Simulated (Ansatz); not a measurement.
## TaAs in Ansatz: the effect of target pressure

TaAs:

```xyz
4
Lattice="-1.7218 1.7218 5.8679 1.7218 -1.7218 5.8679 1.7218 1.7218 -5.8679" Properties=species:S:1:pos:R:3 pbc="T T T"
Ta    0.0000    0.0000    5.8676
Ta    1.7218    0.0000    2.9336
As    0.0000    0.0000    0.9698
As    0.0000    1.7218    3.9037
```

The cell is a database's computed one.

Alike in all runs:

```yaml
Program: Ansatz 0.2.0
Task: relaxation of cell and atoms
Functional: PBEsol
Potentials_or_basis: all-electron LAPW, scalar-relativistic
Basis_error_allowed: 0.002 eV/atom
k_mesh: 11 × 11 × 11
Occupations: fermi-dirac, width 0.05 eV
Spin: no spin polarisation
```

Each run relaxes the cell or the atoms first.

Task: One run gave: relaxed volume 15.05 Å³/atom. Which target pressure did it use?
A. 0 GPa
B. 20 GPa
C. 10 GPa
D. 30 GPa
E. 5 GPa

Result: D.

```tsv
target pressure	relaxed volume (Å³/atom)
0 GPa	17.02
5 GPa	16.60
10 GPa	16.23
20 GPa	15.58
30 GPa	15.05
```
